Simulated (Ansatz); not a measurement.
Debugging a single point in a Gaussian basis of C2H5Zn, SMILES C[CH2][Zn] (the Python package of Ansatz (0.2.0)).

`energy.py`
```python
"""Single point of C2H5Zn."""

import json
import sys

import ansatz as az
from ase import Atoms
import numpy as np

atoms = Atoms(["C", "C", "Zn", "H", "H", "H", "H", "H"], positions=[
    (-0.5144, 0.5036, -0.2489),
    (0.324, -0.6211, 0.1234),
    (2.0489, -0.0159, 1.1588),
    (-1.3845, 0.1889, -0.8061),
    (0.0019, 1.2388, -0.933),
    (-0.8845, 1.1046, 0.6526),
    (0.6878, -1.1567, -0.7826),
    (-0.187, -1.2994, 0.7802),
])
geometry = az.Crystal.molecule_from_ase(atoms)

calculation = geometry.calculation().basis(gaussian="6-31G*").functional("b3lyp").spin("collinear", total=1).forces()
print(calculation.to_yaml())
try:
    report = calculation.report
except az.AnsatzError as error:
    sys.exit(f"{type(error).__name__}: {error}")

for key in ("converged", "free_energy_ev", "reference_energy_ev", "n_frozen", "n_occupied", "n_virtual"):
    print(f"{key:22s} {report[key]}")

symbols = [site.symbol for site in geometry.cartesian_sites]
forces = np.array(report["forces_ev_ang"])
print("largest force", round(float(np.linalg.norm(forces, axis=1).max()), 4), "eV/A, rms", round(float(np.sqrt((forces ** 2).mean())), 4))

charges = report["charge_distribution"]
print("dipole moment", round(4.803205 * float(np.linalg.norm(charges["dipole_moment_e_ang"])), 3), "D")
print("Mulliken:", [(s, round(q, 3)) for s, q in zip(symbols, charges["mulliken_charges_e"])])
with open("c2h5zn.json", "w") as handle:
    json.dump({k: report[k] for k in ("free_energy_ev", "reference_energy_ev", "n_occupied", "n_virtual")}, handle, indent=1)
```

```console
$ python energy.py
crystal:
  periodic: [false, false, false]
  atoms:
    - { symbol: C, position_ang: [-0.5144, 0.5036, -0.2489] }
    - { symbol: C, position_ang: [0.324, -0.6211, 0.1234] }
    - { symbol: Zn, position_ang: [2.0489, -0.0159, 1.1588] }
    - { symbol: H, position_ang: [-1.3845, 0.1889, -0.8061] }
    - { symbol: H, position_ang: [0.0019, 1.2388, -0.933] }
    - { symbol: H, position_ang: [-0.8845, 1.1046, 0.6526] }
    - { symbol: H, position_ang: [0.6878, -1.1567, -0.7826] }
    - { symbol: H, position_ang: [-0.187, -1.2994, 0.7802] }
basis:
  gaussian:
    orbitals: "6-31G*"
hamiltonian:
  xc: b3lyp
magnetization:
  spin_polarized: true
  initial_magnetization: 1.0
output:
  forces: true

Traceback (most recent call last):
  File "energy.py", line 25, in <module>
    report = calculation.report
             ^^^^^^^^^^^^^^^^^^
AttributeError: 'Calculation' object has no attribute 'report'
$ echo $?
1
```

What is wrong, and how is it mended?

The fault: the calculation is never run. Mended:

```diff
--- before
+++ after
@@ -24,3 +24,3 @@
 try:
-    report = calculation.report
+    report = calculation.run().report
 except az.AnsatzError as error:
```

After the fix:

```console
$ python energy.py
crystal:
  periodic: [false, false, false]
  atoms:
    - { symbol: C, position_ang: [-0.5144, 0.5036, -0.2489] }
    - { symbol: C, position_ang: [0.324, -0.6211, 0.1234] }
    - { symbol: Zn, position_ang: [2.0489, -0.0159, 1.1588] }
    - { symbol: H, position_ang: [-1.3845, 0.1889, -0.8061] }
    - { symbol: H, position_ang: [0.0019, 1.2388, -0.933] }
    - { symbol: H, position_ang: [-0.8845, 1.1046, 0.6526] }
    - { symbol: H, position_ang: [0.6878, -1.1567, -0.7826] }
    - { symbol: H, position_ang: [-0.187, -1.2994, 0.7802] }
basis:
  gaussian:
    orbitals: "6-31G*"
hamiltonian:
  xc: b3lyp
magnetization:
  spin_polarized: true
  initial_magnetization: 1.0
output:
  forces: true

converged              True
free_energy_ev         -50566.338801236554
reference_energy_ev    -50566.338801236554
n_frozen               0
n_occupied             [24, 23]
n_virtual              [52, 53]
largest force 3.2865 eV/A, rms 0.9501
dipole moment 0.704 D
Mulliken: [('C', -0.419), ('C', -0.511), ('Zn', 0.188), ('H', 0.152), ('H', 0.142), ('H', 0.137), ('H', 0.15), ('H', 0.161)]
```

`c2h5zn.json`, as written:
```json
{
 "free_energy_ev": -50566.338801236554,
 "reference_energy_ev": -50566.338801236554,
 "n_occupied": [
  24,
  23
 ],
 "n_virtual": [
  52,
  53
 ]
}
```

Total energies depend on the basis set; only differences at equal settings carry meaning. The geometry is a force-field or estimated start, not a minimum of this method, and the basis set is short of its limit. The species is open-shell (spin multiplicity 2). b3lyp holds the VWN-RPA fit, as in Gaussian; the form of ORCA and Turbomole is b3lyp5. Finished in 6.5 s on 1 thread of Arm Neoverse V2 (shared host), peak memory 0.26 GiB.

(A comment or docstring line of the script was reworded after the run, the code is as it ran; lines on the test bed's own set-up are left out of the output.)
